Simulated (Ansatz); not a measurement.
**C2H5AlCl2: one species, many methods**

The task here is to estimate one member of a computed series from the others.

The runs use Ansatz 0.2.0, Gaussian basis; functionals in def2-TZVPP, the program's frozen cores in correlated methods.

Plan: PBE-D4, r2SCAN-D4, PBE0-D4, B3LYP-D4, ωB97X-V, ωB97M-V, B2PLYP; CCSD(T)/def2-TZVPP; MP2/def2-QZVPP; extrapolation to the limit.

## The relaxed structure

An earlier PBE0-D4 in a triple-zeta def2 set relaxation fixed the geometry.

SMILES `[AlH2][CH2]C(Cl)Cl`, 10 atoms, charge 0, spin multiplicity 1.

Atoms are counted from 1 here; the program's logs count them from 0.

Bond lengths: Al1–C2 2.002 Å, Al1–H6 1.588 Å, Al1–H7 1.584 Å, C2–C3 1.488 Å, C2–H8 1.092 Å, C2–H9 1.093 Å, C3–Cl4 1.769 Å, C3–Cl5 1.858 Å, C3–H10 1.087 Å. Angles: C2–Al1–H6 117.1°, C2–Al1–H7 119.3°, H6–Al1–H7 122.2°, Al1–C2–C3 99.1°, Al1–C2–H8 119.2°, Al1–C2–H9 109.1°, C3–C2–H8 110.0°, C3–C2–H9 110.1°, H8–C2–H9 108.9°, C2–C3–Cl4 117.4°, C2–C3–Cl5 106.1°, C2–C3–H10 114.1°, Cl4–C3–Cl5 108.5°, Cl4–C3–H10 106.8°, Cl5–C3–H10 102.8°.

The first run:

in.yaml

```yaml
crystal:
  periodic: [false, false, false]
  atoms:
    - {symbol: Al, position_ang: [-0.055488, 0.741918, 1.386390]}
    - {symbol: C, position_ang: [0.364530, -0.777481, 0.152954]}
    - {symbol: C, position_ang: [0.005022, -0.137541, -1.141798]}
    - {symbol: Cl, position_ang: [-0.529322, -1.196951, -2.453982]}
    - {symbol: Cl, position_ang: [-1.360909, 1.062758, -0.762000]}
    - {symbol: H, position_ang: [0.926700, 1.989453, 1.359422]}
    - {symbol: H, position_ang: [-1.120255, 0.531456, 2.540575]}
    - {symbol: H, position_ang: [1.385719, -1.160635, 0.108919]}
    - {symbol: H, position_ang: [-0.315102, -1.606798, 0.363158]}
    - {symbol: H, position_ang: [0.782104, 0.502820, -1.550638]}
basis:
  gaussian: {orbitals: def2-TZVPP}
hamiltonian: {xc: pbe, dispersion: d4}
output: {forces: true, orbitals: {seedname: orbitals}}
```

The run is started by

```bash
> ansatz run in.yaml --threads 4 --pin off --events-out ev --progress --plain --max-ram 10444MiB
```

Among the steps run: PBE-D4 (GGA); r2SCAN-D4 (meta-GGA); PBE0-D4 (hybrid); B3LYP-D4 (hybrid); ωB97X-V (range-separated); ωB97M-V (range-separated); B2PLYP (double hybrid); CCSD(T) in def2-TZVPP; MP2 in def2-QZVPP.

One table of the session follows, with a row left open; its other results are not shown here.

It belongs to the step «Atomisation energies». 

```
            method  atomisation energy (eV)
            PBE-D4                   34.204
         r2SCAN-D4                   33.784
           PBE0-D4                   33.718
          B3LYP-D4                   33.315
           ωB97X-V                   33.664
           ωB97M-V                   33.715
            B2PLYP                   32.958
     HF/def2-TZVPP                   24.365
    MP2/def2-TZVPP                   33.261
   CCSD/def2-TZVPP                   32.041
CCSD(T)/def2-TZVPP                   32.634
           MP2/CBS                        ?
       CCSD(T)/CBS                   33.547
```

**Question.** Estimate the row for MP2/CBS.

The run gave: atomisation energy (eV): 34.174. In the column «atomisation energy (eV)» it lies between r2SCAN-D4 (33.784) and PBE-D4 (34.204).

To keep in mind: Free atoms (1 Al, 2 C, 2 Cl, 5 H) were run apart at each level; the atomisation energy is their sum less the molecule, without zero-point or spin-orbit terms.
